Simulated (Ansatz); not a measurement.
**CH5B2F: rigid torsion scan in Python**

Wanted for CH5B2F: a rigid torsion scan.

All numbers are computed with Ansatz 0.2.0, driven from Python. The levels of theory stand in the script.

**1. Starting point**

Bond lengths: B1–C2 1.534 Å, C2–B3 1.557 Å, C2–F4 1.369 Å, B1–H5 1.226 Å, B1–H6 1.227 Å, C2–H7 1.094 Å, B3–H8 1.218 Å, B3–H9 1.178 Å. Angles: B1–C2–B3 108.3°, B1–C2–F4 110.0°, B1–C2–H7 111.2°, B3–C2–F4 106.6°, B3–C2–H7 108.1°, F4–C2–H7 112.5°, C2–B1–H5 122.1°, C2–B1–H6 122.7°, H5–B1–H6 114.8°, C2–B3–H8 123.1°, C2–B3–H9 123.4°, H8–B3–H9 113.5°.

No structure file is read: the coordinates are typed or built in the script.

**2. Script**

Contents of ch5b2f_torsion.py:

```python
'''Energy of CH5B2F as one group turns about a bond.'''

from dataclasses import dataclass

import ansatz as az
from ase import Atoms


@dataclass
class Settings:
    basis_set: str = 'def2-SVP'
    xc: str = 'pbe0'
    fmax: float = 0.02
    level: str = 'mp2'


settings = Settings()


def main() -> None:
    atoms = Atoms(['B', 'C', 'B', 'F', 'H', 'H', 'H', 'H', 'H'], positions=[
        (-0.7142, 0.882, -0.5838),
        (-0.3819, -0.4701, 0.0601),
        (1.0912, -0.4243, 0.5613),
        (-0.4443, -1.4631, -0.8797),
        (-1.0947, 0.9738, -1.7455),
        (-0.7487, 1.9297, 0.0533),
        (-1.0274, -0.6667, 0.9212),
        (1.482, 0.3592, 1.4082),
        (1.9264, -1.1668, 0.1879),
    ])

    # start the scan from a relaxed geometry
    first = (
        az.Crystal.molecule_from_ase(atoms).calculation()
        .basis(gaussian=settings.basis_set)
        .functional(settings.xc)
        .relax(force_tolerance=settings.fmax, max_steps=80)
    )
    atoms.positions = first.run().report['positions_ang']

    start = atoms.get_dihedral(0, 1, 2, 7)
    energies = {}
    for turn in range(0, 360, 30):
        turned = atoms.copy()
        turned.set_dihedral(0, 1, 2, 7, start + turn, indices=[2, 7, 8])
        base = (
            az.Crystal.molecule_from_ase(turned).calculation()
            .basis(gaussian=settings.basis_set)
            .correlation(settings.level)
        )
        energies[round((start + turn) % 360)] = base.run().report['free_energy_ev']
    floor = min(energies.values())
    print('dihedral B0-C1-B2-H7 (deg)   E - E(min) (kcal/mol)')
    for angle, e in sorted(energies.items()):
        print(f'{angle:8d} {23.060548 * (e - floor):14.3f}  ' + '#' * int(30 * (e - floor) / max(max(energies.values()) - floor, 1e-9)))


if __name__ == '__main__':
    main()
```

**3. The calls as engine input**

The engine receives this input (first run):

```yaml
crystal:
  periodic: [false, false, false]
  atoms:
    - { symbol: B, position_ang: [-0.7142, 0.882, -0.5838] }
    - { symbol: C, position_ang: [-0.3819, -0.4701, 0.0601] }
    - { symbol: B, position_ang: [1.0912, -0.4243, 0.5613] }
    - { symbol: F, position_ang: [-0.4443, -1.4631, -0.8797] }
    - { symbol: H, position_ang: [-1.0947, 0.9738, -1.7455] }
    - { symbol: H, position_ang: [-0.7487, 1.9297, 0.0533] }
    - { symbol: H, position_ang: [-1.0274, -0.6667, 0.9212] }
    - { symbol: H, position_ang: [1.482, 0.3592, 1.4082] }
    - { symbol: H, position_ang: [1.9264, -1.1668, 0.1879] }
basis:
  gaussian:
    orbitals: def2-SVP
hamiltonian:
  xc: pbe0
relax:
  f_tol: 0.02
  max_steps: 80
```

**4. The run**

Started as:

```sh
python ch5b2f_torsion.py
```

**Question.** What results will this script give? Wanted: range of energy; lowest point, turn.

**Answer**, as computed:

| quantity | value |
| --- | --- |
| runs compared | 12 |
| range of energy | 0.592 eV |
| lowest point, turn (°) | 0 |

**Reading.** The lowest point lies at a turn of 0°, the highest 0.592 eV (57.1 kJ/mol) above it at 270°. The grid can miss the true lowest and highest points, and the rest of the molecule is held rigid. Run 0: The relaxation took 6 moves; the largest shift is 0.152 Å, of atom 4 (F). The scan is rigid and the energies are electronic, in a modest basis. With rigid groups the curve can differ much from the relaxed path, the start wasn't checked as a minimum of this torsion, and equivalent turns needn't return to the same energy. The start is relaxed with a density functional and scanned with the wavefunction method, so it isn't exactly that method's minimum.
